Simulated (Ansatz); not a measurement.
Below is the output of a Python script on the Ansatz DFT code, driven from Python that makes a ladder of methods at one geometry of CH6OSiZn, SMILES [SiH3]C[O][ZnH]. Write a script that gives it. Use (for the species named): MP2, def2-SVP basis, multiplicity 1. The script varies method: mp2, ccsd, ccsd_t.

```yaml
atoms:
  - { symbol: Si, position_ang: [-0.9732, 0.5251, -0.2044] }
  - { symbol: C, position_ang: [-0.1003, -0.8413, 0.5859] }
  - { symbol: O, position_ang: [0.6259, -1.5055, -0.3890] }
  - { symbol: Zn, position_ang: [1.9113, 0.0006, -1.0016] }
  - { symbol: H, position_ang: [-1.9136, 0.0319, -1.2737] }
  - { symbol: H, position_ang: [-1.8163, 1.2906, 0.7992] }
  - { symbol: H, position_ang: [-0.0358, 1.5068, -0.8196] }
  - { symbol: H, position_ang: [0.6147, -0.4209, 1.3661] }
  - { symbol: H, position_ang: [-0.8172, -1.5263, 1.0859] }
  - { symbol: H, position_ang: [2.5875, 0.8879, -0.1459] }
```

```console
$ python ch6osizn_methods.py --basis def2-SVP
Hartree-Fock reference -2182.443335 Ha
mp2      total -2183.258579 Ha  correlation  -22.1839 eV  (95.2 % of the last)
ccsd     total -2183.274810 Ha  correlation  -22.6256 eV  (97.1 % of the last)
ccsd_t   total -2183.299299 Ha  correlation  -23.2920 eV  (100.0 % of the last)
```

One script that gives this output:

`ch6osizn_methods.py`:
```python
import argparse
import warnings

import ansatz as az

parser = argparse.ArgumentParser(description="One geometry of CH6OSiZn, method by method.")
parser.add_argument("--basis", required=True, help="basis")
args = parser.parse_args()


def main() -> None:
    warnings.simplefilter("ignore", az.DeckWarning)

    geometry_ang = [
        ("Si", (-0.9732, 0.5251, -0.2044)),
        ("C", (-0.1003, -0.8413, 0.5859)),
        ("O", (0.6259, -1.5055, -0.389)),
        ("Zn", (1.9113, 0.0006, -1.0016)),
        ("H", (-1.9136, 0.0319, -1.2737)),
        ("H", (-1.8163, 1.2906, 0.7992)),
        ("H", (-0.0358, 1.5068, -0.8196)),
        ("H", (0.6147, -0.4209, 1.3661)),
        ("H", (-0.8172, -1.5263, 1.0859)),
        ("H", (2.5875, 0.8879, -0.1459)),
    ]
    mol = az.Crystal.molecule()
    for symbol, xyz in geometry_ang:
        mol = mol.atom(symbol, xyz)

    calculation = mol.calculation().basis(gaussian=args.basis)

    methods = ["mp2", "ccsd", "ccsd_t"]
    reports = [calculation.correlation(m).run(threads=1).report for m in methods]
    print(f"Hartree-Fock reference {reports[0]['reference_energy_ev'] / 27.211386246:.6f} Ha")
    best = reports[-1]["free_energy_ev"] - reports[-1]["reference_energy_ev"]
    for method, each in zip(methods, reports):
        gained = each["free_energy_ev"] - each["reference_energy_ev"]
        print(f"{method:8s} total {each['free_energy_ev'] / 27.211386246:.6f} Ha  correlation {gained:9.4f} eV  ({100 * gained / best:.1f} % of the last)")


if __name__ == "__main__":
    main()
```

What to keep in mind:
- These settings explore the input space; basis and method may be short of convergence.
- The geometry is a force-field or estimated start, not a minimum of this method, and the basis set is short of its limit. A lower total doesn't mark the better method: functionals have no common bound, and MP2 and coupled cluster aren't variational.
- Inner cores stay frozen, so this is valence correlation.
- The whole script took 37 s on 1 thread of AMD EPYC 9R14 (Zen 4), with other jobs on the host, peak memory 0.6 GiB.

(A comment or docstring line of the script was reworded after the run, the code is as it ran; lines on the test bed's own set-up are left out of the output.)
